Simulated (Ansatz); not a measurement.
# H3SeSi: test of scalar relativity, by script

Wanted for H3SeSi: a test of scalar relativity. SMILES: [SiH3][Se].

Program: Ansatz 0.2.0 through its Python package. The levels of theory stand in the script. These are calculated values, not measurements.

**1. Starting point**

Bond lengths: Si1–Se2 2.215 Å, Si1–H3 1.501 Å, Si1–H4 1.445 Å, Si1–H5 1.511 Å. Angles: Se2–Si1–H3 113.0°, Se2–Si1–H4 110.3°, Se2–Si1–H5 111.0°, H3–Si1–H4 109.6°, H3–Si1–H5 106.5°, H4–Si1–H5 106.0°.

The script holds or builds the structure itself.

**2. The script**

The input, h3sesi.py:

```python
import ansatz as az
from ase import Atoms
import numpy as np

atoms = Atoms(["Si", "Se", "H", "H", "H"], positions=[
    (-0.1035, 0.0096, -0.0335),
    (1.8751, -0.8033, 0.5426),
    (-1.1037, -0.0311, 1.0855),
    (-0.6251, -0.7036, -1.1766),
    (0.0071, 1.4547, -0.4594),
])
mol = az.Crystal.molecule_from_ase(atoms)

base = (
    mol.calculation()
    .functional("b3lyp")
    .spin("collinear", total=1)
    .forces()
)
sets = {"none": "cc-pVTZ", "scalar": "cc-pVTZ-DK"}
found = {kind: base.basis(gaussian=basis).pseudopotentials(relativity=kind).run().report for kind, basis in sets.items()}
for kind, each in found.items():
    dipole = 4.803205 * np.linalg.norm(each["charge_distribution"]["dipole_moment_e_ang"])
    print(f"{kind:7s} E = {each['free_energy_ev']:.4f} eV  dipole {dipole:.3f} D  largest force component {np.abs(each['forces_ev_ang']).max():.4f} eV/A")
print(f"relativity lowers the total energy by {found['none']['free_energy_ev'] - found['scalar']['free_energy_ev']:.3f} eV")
```

**3. The run**

Started as:

```console
python h3sesi.py
```

Log:

```text
none    E = -73278.8261 eV  dipole 0.590 D  largest force component 1.2700 eV/A
scalar  E = -74065.5703 eV  dipole 0.533 D  largest force component 1.2564 eV/A
relativity lowers the total energy by 786.744 eV
```

Run time: 19 s. Hardware: 1 thread of AMD EPYC 9R45 (Zen 5), shared host; peak memory 0.51 GiB.

**4. Run by run**

One row for each of the 2 runs:

```
run       basis  relativity  energy (eV)  <S²>  SCF cycles  CPU time (s)
  1     cc-pVTZ        none  -73278.8261  0.75          53           9.3
  2  cc-pVTZ-DK      scalar  -74065.5703  0.75          53           9.5
```

**5. Outcome**

```
                                 quantity       value
relativistic lowering of the total energy  786.744 eV
                            runs compared           2
```

In words: The total moves by -786.7 eV, nearly all in the cores, and the dipole from 0.59 to 0.53 D. Caveats:
- The geometry is a force-field or estimated start, not a minimum of this method. The basis set changes with the Hamiltonian (a set recontracted for scalar relativity), and most of the change in the total lies in the cores.
- The species is open-shell (spin multiplicity 2).
- b3lyp holds the VWN-RPA fit, as in Gaussian; the form of ORCA and Turbomole is b3lyp5.
